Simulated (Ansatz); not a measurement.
Consider a check of PAW against all-electron LAPW of Ga3Sn, space group Pm-3m (Ansatz's Python interface).

Script `ga3sn_paw_lapw.py`:
```python
import ansatz as az
import numpy as np


def count_gap(report):
    # lowest empty less highest filled band, counting bands; zero where they overlap
    return max(report.get('gap_by_band_count_ev') or 0.0, 0.0)

system = (
    az.Lattice.from_parameters(4.375243, 4.375243, 4.375243, alpha=90.0, beta=90.0, gamma=90.0)
    .atom('Ga', (0.0, 0.5, 0.5))
    .atom('Ga', (0.5, 0.0, 0.5))
    .atom('Ga', (0.5, 0.5, 0.0))
    .atom('Sn', (0.0, 0.0, 0.0))
)

job = (
    system.calculation()
    .functional('lda')
    .kpoints(5)
    .occupations('fermi_dirac', width=0.15)
    .stress()
    .forces()
    .band_table()
)
variants = {
    'PAW': job.pseudopotentials('paw'),
    'LAPW': job.pseudopotentials('all_electron', lapw=True),
}
rows = []
for label, variant in variants.items():
    summary = variant.run().report
    levels = np.array(summary['eigenvalues_ev'][0]) - summary['fermi_energy_ev']
    print(label, 'levels at the first k-point near E_F:', np.round(levels[np.abs(levels) < 5], 3))
    rows.append((label, summary['n_electrons'], np.trace(summary['stress_gpa']) / 3, count_gap(summary)))
print('     treatment  electrons in bands           P GPa  gap by band count eV')
for row in rows:
    print(f'{str(row[0]):>14s}  {row[1]:18.1f}  {row[2]:14.3f}  {row[3]:20.3f}')
```

How well do the two treatments of the cores agree on the pressure?

PAW gives -3.250 GPa and LAPW -3.221 GPa, 0.029 GPa apart. They took 1.1 and 7.8 s of processor time.

What the script printed:

Output of `python ga3sn_paw_lapw.py`:
```text
DeckWarning: basis.ecutwfc = 420 eV, auto-derived from the records' recommended cutoffs: set by Ga (normal level)
PAW levels at the first k-point near E_F: [-3.595 -2.994 -2.994 -2.942 -2.942 -2.942  3.935  3.935  3.935  3.98
  3.98   3.98 ]
LAPW levels at the first k-point near E_F: [-3.594 -2.997 -2.997 -2.941 -2.941 -2.941  3.936  3.936  3.936  3.98
  3.98   3.98 ]
     treatment  electrons in bands           P GPa  gap by band count eV
           PAW                53.0          -3.250                 0.000
          LAPW                85.0          -3.221                 0.000
```
(Warnings from the package without file and line.)

Notes:
- The computed bands are complete only to about 4.0 eV above the Fermi level.
- The mesh is modest for a metal, so energies can be off by several to tens of meV an atom and pressures by half a GPa or more; differences at equal mesh fare better.
- A Fermi-Dirac width this large means warm electrons, whose thermal share enters the free energy.
- A gap by band count of zero or less means overlapping bands, a metal, and at an odd count of electrons it is no gap at all.
- This cell is a computed structure, which may not be the phase found in nature.
- Levels are Kohn-Sham eigenvalues on this mesh, without spin-orbit coupling.
- Pressure is positive in compression; the treatments may keep other shells as core, so totals and counts of electrons can differ.
- Timing: 11 s on 1 thread of Intel(R) Xeon(R) Processor @ 2.30GHz (shared host), peak memory 0.64 GiB.
